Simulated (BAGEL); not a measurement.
# B2NH2OF (SMILES OB1NB1F) at PBE0/def2-SVP (density fitting with qzvpp-jkfit)

What is the energy change on altering one bond length of B2NH2OF at PBE0/def2-SVP (density fitting with qzvpp-jkfit)? 

Program for the calculation: BAGEL 1.2.2.

1 further run of the same task is left out (set aside as unsound or not needed). Runs told in other sessions of the task aren't counted.

## Step 1: Starting point

B2NH2OF has 7 atoms, charge 0, and is taken as a singlet. SMILES: `OB1NB1F`. The coordinates come from a PBE0-D4/def2-TZVP relaxation. This is one conformer, not always the lowest.

Bond lengths: O1–B2 1.347 Å, B2–N3 1.423 Å, B2–B4 1.598 Å, N3–B4 1.403 Å, B4–F5 1.317 Å, O1–H6 0.959 Å, N3–H7 1.012 Å. Angles: O1–B2–N3 134.0°, O1–B2–B4 171.0°, N3–B2–B4 55.0°, B2–N3–B4 68.8°, B2–B4–N3 56.2°, B2–B4–F5 168.4°, N3–B4–F5 135.4°, B2–O1–H6 112.9°, B2–N3–H7 144.6°, B4–N3–H7 146.6°.

## Step 2: A single-point energy at PBE0/def2-SVP (density fitting with qzvpp-jkfit)

The input, input.json:

```json
{ "bagel" : [

{
  "title" : "molecule",
  "basis" : "svp",
  "df_basis" : "qzvpp-jkfit",
  "angstrom" : "true",
  "geometry" : [
    { "atom" : "O", "xyz" : [      -1.276700,       0.176400,       1.308100 ] },
    { "atom" : "B", "xyz" : [      -0.379000,       0.150200,       0.304200 ] },
    { "atom" : "N", "xyz" : [       0.632200,      -0.768200,      -0.094800 ] },
    { "atom" : "B", "xyz" : [       0.587000,       0.339700,      -0.954100 ] },
    { "atom" : "F", "xyz" : [       1.250000,       0.724100,      -2.025300 ] },
    { "atom" : "H", "xyz" : [      -1.829400,       0.960200,       1.293400 ] },
    { "atom" : "H", "xyz" : [       1.077200,      -1.650400,       0.122900 ] }
  ]
},

{ "title" : "ks", "xc_func" : "pbe0" },

{ "title" : "print", "file" : "orbitals.molden", "orbitals" : "true" }

]}
```

Launch:

```bash
$ BAGEL_NUM_THREADS=1 BAGEL input.json > input.out
```

The log of the run:

```text
* using 1 threads per process

  ===============================================================
  ===============================================================

  *** Geometry ***

  { "atom" : "O", "xyz" : [     -2.412613,      0.333348,      2.471951 ] },
  { "atom" : "B", "xyz" : [     -0.716206,      0.283837,      0.574855 ] },
  { "atom" : "N", "xyz" : [      1.194685,     -1.451688,     -0.179146 ] },
  { "atom" : "B", "xyz" : [      1.109269,      0.641940,     -1.802988 ] },
  { "atom" : "F", "xyz" : [      2.362158,      1.368351,     -3.827262 ] },
  { "atom" : "H", "xyz" : [     -3.457065,      1.814515,      2.444172 ] },
  { "atom" : "H", "xyz" : [      2.035613,     -3.118804,      0.232247 ] },

  Number of auxiliary basis functions:      417

  Since a DF basis is specified, we compute 2- and 3-index integrals:
    o Being stored without compression. Storage requirement is 0.021 GB

  Number of basis functions:       80
  Number of electrons      :       36

    * METHOD: MOLECULE                             0.14

  *** Kohn-Sham DFT ***

    * Removing 12772 points whose weight is below 1.00e-10
    * Grid points: 91570

  === Nuclear Repulsion ===
   135.2277846472

       - DIIS with orbital gradients will be used.

  === KS iteration (pbe0 / svp) ===
      0       -257.88675800          0.13390528           0.22
      1       -253.68383255          0.16909556           0.21
      2       -265.33436029          0.13214338           0.21
      3       -279.91025738          0.03215315           0.21
      4       -280.15824885          0.02157509           0.21
      5       -280.29627006          0.00873532           0.21
      6       -280.32083695          0.00408703           0.21
      7       -280.32611617          0.00130967           0.21
      8       -280.32647959          0.00085328           0.21
      9       -280.32673175          0.00014680           0.22
     10       -280.32673890          0.00006542           0.22
     11       -280.32674051          0.00000959           0.22
     12       -280.32674054          0.00000415           0.21
     13       -280.32674055          0.00000124           0.21
     14       -280.32674055          0.00000022           0.21
     15       -280.32674055          0.00000008           0.21
     16       -280.32674055          0.00000003           0.21
     17       -280.32674055          0.00000001           0.21
     18       -280.32674055          0.00000001           0.21
    * SCF iteration converged.

    * Permanent dipole moment:
           (    0.212058,     0.183692,    -0.391754) a.u.

    * METHOD: KS                                   4.41

    * METHOD: PRINT                                0.01

  ===============================================================
```

Wall time 4.8 s (1 thread of Arm Neoverse V2, shared host); peak memory 0.35 GiB.

## Step 3: The distorted shape, same level

The input, input.json:

```json
{ "bagel" : [

{
  "title" : "molecule",
  "basis" : "svp",
  "df_basis" : "qzvpp-jkfit",
  "angstrom" : true,
  "geometry" : [
    { "atom" : "O", "xyz" : [   -0.613464,   -0.764154,    1.325740 ] },
    { "atom" : "B", "xyz" : [    0.284236,   -0.790354,    0.321840 ] },
    { "atom" : "N", "xyz" : [    1.295436,   -1.708754,   -0.077160 ] },
    { "atom" : "B", "xyz" : [    1.250236,   -0.600854,   -0.936460 ] },
    { "atom" : "F", "xyz" : [    1.913236,   -0.216454,   -2.007660 ] },
    { "atom" : "H", "xyz" : [   -1.829400,    0.960200,    1.293400 ] },
    { "atom" : "H", "xyz" : [    1.740436,   -2.590954,    0.140540 ] }
  ]
},
{
  "title" : "ks",
  "xc_func" : "pbe0"
},
{
  "title" : "print",
  "file" : "orbitals.molden",
  "orbitals" : true
}

]}
```

Launch:

```bash
$ BAGEL_NUM_THREADS=1 BAGEL input.json > input.out
```

The log of the run:

```text
* using 1 threads per process

  ===============================================================
  ===============================================================

  *** Geometry ***

  { "atom" : "O", "xyz" : [     -1.159279,     -1.444042,      2.505286 ] },
  { "atom" : "B", "xyz" : [      0.537128,     -1.493553,      0.608189 ] },
  { "atom" : "N", "xyz" : [      2.448019,     -3.229077,     -0.145811 ] },
  { "atom" : "B", "xyz" : [      2.362604,     -1.135450,     -1.769653 ] },
  { "atom" : "F", "xyz" : [      3.615492,     -0.409039,     -3.793928 ] },
  { "atom" : "H", "xyz" : [     -3.457065,      1.814515,      2.444172 ] },
  { "atom" : "H", "xyz" : [      3.288947,     -4.896193,      0.265582 ] },

  Number of auxiliary basis functions:      417

  Since a DF basis is specified, we compute 2- and 3-index integrals:
    o Being stored without compression. Storage requirement is 0.021 GB

  Number of basis functions:       80
  Number of electrons      :       36

    * METHOD: MOLECULE                             0.13

  *** Kohn-Sham DFT ***

    * Removing 11848 points whose weight is below 1.00e-10
    * Grid points: 92494

  === Nuclear Repulsion ===
   131.8044428779

       - DIIS with orbital gradients will be used.

  === KS iteration (pbe0 / svp) ===
      0       -257.77855340          0.12887216           0.22
      1       -250.30995658          0.16039374           0.21
      2       -264.67693396          0.12648072           0.21
      3       -279.32970984          0.03786489           0.21
      4       -279.75884920          0.02880498           0.21
      5       -279.92988989          0.01724146           0.21
      6       -280.11133524          0.00726410           0.21
      7       -280.13011434          0.00322060           0.21
      8       -280.13304084          0.00211150           0.21
      9       -280.13463550          0.00058261           0.21
     10       -280.13459005          0.00049453           0.21
     11       -280.13476532          0.00011231           0.21
     12       -280.13476817          0.00009021           0.21
     13       -280.13477220          0.00001665           0.22
     14       -280.13477229          0.00000632           0.21
     15       -280.13477229          0.00000611           0.21
     16       -280.13477231          0.00000270           0.21
     17       -280.13477232          0.00000077           0.21
     18       -280.13477232          0.00000019           0.21
     19       -280.13477232          0.00000019           0.21
     20       -280.13477232          0.00000013           0.22
     21       -280.13477232          0.00000003           0.22
     22       -280.13477232          0.00000002           0.22
     23       -280.13477232          0.00000001           0.22
    * SCF iteration converged.

    * Permanent dipole moment:
           (   -0.167549,     0.201654,     0.026925) a.u.

    * METHOD: KS                                   5.47

    * METHOD: PRINT                                0.01

  ===============================================================
```

Wall time 6 s (1 thread of Arm Neoverse V2, shared host); peak memory 0.35 GiB.

## Step 4: Summary of results

At PBE0/def2-SVP (density fitting with qzvpp-jkfit):

| quantity | value |
| --- | --- |
| first shape: total energy | -280.32674 Eh |
| first shape: dipole moment | 1.22 D |
| first shape: HOMO energy | -7.14 eV |
| first shape: LUMO energy | 0.52 eV |
| first shape: HOMO–LUMO gap | 7.66 eV |
| distorted shape: total energy | -280.13477 Eh |
| distorted shape: dipole moment | 0.67 D |
| distorted shape: HOMO energy | -7.21 eV |
| distorted shape: LUMO energy | -4.81 eV |
| distorted shape: HOMO–LUMO gap | 2.40 eV |
| energy change with the O1–H6 bond stretched from 0.959 to 2.110 Å | 5.224 eV |

What this shows: With the O1–H6 bond stretched from 0.959 to 2.110 Å the energy rises by 5.22 eV (120 kcal/mol). The first shape isn't relaxed at this level, so the change isn't measured from a minimum. A restricted reference can't describe the breaking bond well at this length.
